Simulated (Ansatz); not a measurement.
# SrSb2H: the cost of one run

Method: DFT PBE, scalar-relativistic, plane waves, PAW, in Ansatz 0.2.0.

## 1. The structure to begin with

It takes space group Pmmm (No. 47, orthorhombic). Conventional cell: a = 3.318 Å, b = 4.917 Å, c = 6.060 Å, α = 90.00°, β = 90.00°, γ = 90.00°. Sr (site symmetry mmm) is surrounded by 2 Sb at 2.46 Å. Around Sb (site symmetry mmm) lie 4 Sb at 3.03 to 3.32 Å and 4 H at 3.45 Å. Sb (site symmetry mmm) is surrounded by 2 H at 1.66 Å. Around H (site symmetry mmm) lie 2 Sb at 1.66 Å.

Coordinates:

```cif
data_structure
_symmetry_space_group_name_H-M 'P 1'
_symmetry_Int_Tables_number 1
_cell_length_a 3.3185
_cell_length_b 4.9174
_cell_length_c 6.0602
_cell_angle_alpha 90.000
_cell_angle_beta 90.000
_cell_angle_gamma 90.000
_cell_volume 98.89
loop_
_atom_site_label
_atom_site_type_symbol
_atom_site_fract_x
_atom_site_fract_y
_atom_site_fract_z
_atom_site_occupancy
Sr1 Sr 0.50000 0.00000 0.00000 1
Sb1 Sb 0.50000 0.50000 0.50000 1
Sb2 Sb 0.50000 0.50000 0.00000 1
H1 H 0.00000 0.50000 0.00000 1
```

The cell is invented: random cell by space group and Wyckoff sites (Pmmm, No. 47). The dimensions are guesses.

## 2. The guess as it stands, on a coarse mesh

Input file input.yaml:

```yaml
crystal:
  lattice:
    - [3.31849329, 0.0, 0.0]
    - [0.0, 4.91735939, 0.0]
    - [0.0, 0.0, 6.0601852]
  atoms:
    - { symbol: Sr, position: [0.5, 0.0, 0.0] }
    - { symbol: Sb, position: [0.5, 0.5, 0.5] }
    - { symbol: Sb, position: [0.5, 0.5, 0.0] }
    - { symbol: H, position: [0.0, 0.5, 0.0] }
basis:
  ecutwfc: 420
kpoints:
  mp_grid: { grid: [6, 4, 4] }
hamiltonian:
  xc: pbe
scf:
  occupations: { method: gaussian, width: 0.1 }
  lower_state_search: "off"
output:
  forces: true
  stress: true
  eigenvalues: true
```

Started as:

```
> ansatz run input.yaml --threads 1 --pin off --max-ram 2048MiB --backend cpu --events-out ev --progress --plain --runs-dir out
```

Q: Estimate wall time and peak memory on 1 thread of Arm Neoverse V1, shared host.

About 5 s, with a peak of 0.37 GiB.
